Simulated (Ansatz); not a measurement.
## BH6NSSi, SMILES [SiH3]NBS: a ladder of methods at one geometry

Program: the Python package of Ansatz (0.2.0).

`methods_bh6nssi.py`
```python
"""BH6NSSi at several levels of theory."""

import ansatz as az

GEOMETRY = """
Si   -1.08600    0.22070   -0.73920
N    -0.46740   -1.01060    0.31690
B     0.65110   -0.40980    1.11070
S     2.40470    0.02240    0.30090
H    -2.26880   -0.29020   -1.52310
H    -1.59700    1.41890    0.05790
H    -0.07810    0.72110   -1.69510
H    -0.02640   -1.73940   -0.29840
H     0.60100   -0.33690    2.34300
H     1.95010    1.35260    0.12930
"""


def main() -> None:
    bh6nssi = az.Crystal.molecule()
    for line in GEOMETRY.strip().splitlines():
        symbol, *xyz = line.split()
        bh6nssi = bh6nssi.atom(symbol, [float(v) for v in xyz])

    model = bh6nssi.calculation().basis(gaussian="def2-SVP")

    methods = ["mp2", "ccsd", "ccsd_t"]
    batch = az.Session.batch([model.correlation(m).input() for m in methods])
    reports = sorted(batch.plan().execute().molecular_reports, key=lambda each: each["member"])
    print(f"Hartree-Fock reference {reports[0]['reference_energy_ev'] / 27.211386246:.6f} Ha")
    best = reports[-1]["free_energy_ev"] - reports[-1]["reference_energy_ev"]
    for method, each in zip(methods, reports):
        gained = each["free_energy_ev"] - each["reference_energy_ev"]
        print(f"{method:8s} total {each['free_energy_ev'] / 27.211386246:.6f} Ha  correlation {gained:9.4f} eV  ({100 * gained / best:.1f} % of the last)")


if __name__ == "__main__":
    main()
```

```console
$ python methods_bh6nssi.py
Hartree-Fock reference -768.833359 Ha
mp2      total -769.322243 Ha  correlation  -13.3032 eV  (87.1 % of the last)
ccsd     total -769.378409 Ha  correlation  -14.8316 eV  (97.1 % of the last)
ccsd_t   total -769.394638 Ha  correlation  -15.2732 eV  (100.0 % of the last)
```

Notes:
- Total energies depend on the basis set; only differences at equal settings carry meaning.
- The geometry is a force-field or estimated start, not a minimum of this method, and the basis set is short of its limit. A lower total doesn't mark the better method: functionals have no common bound, and MP2 and coupled cluster aren't variational.
- Inner cores stay frozen, so this is valence correlation.

(Lines on the test bed's own set-up are left out of the output.)
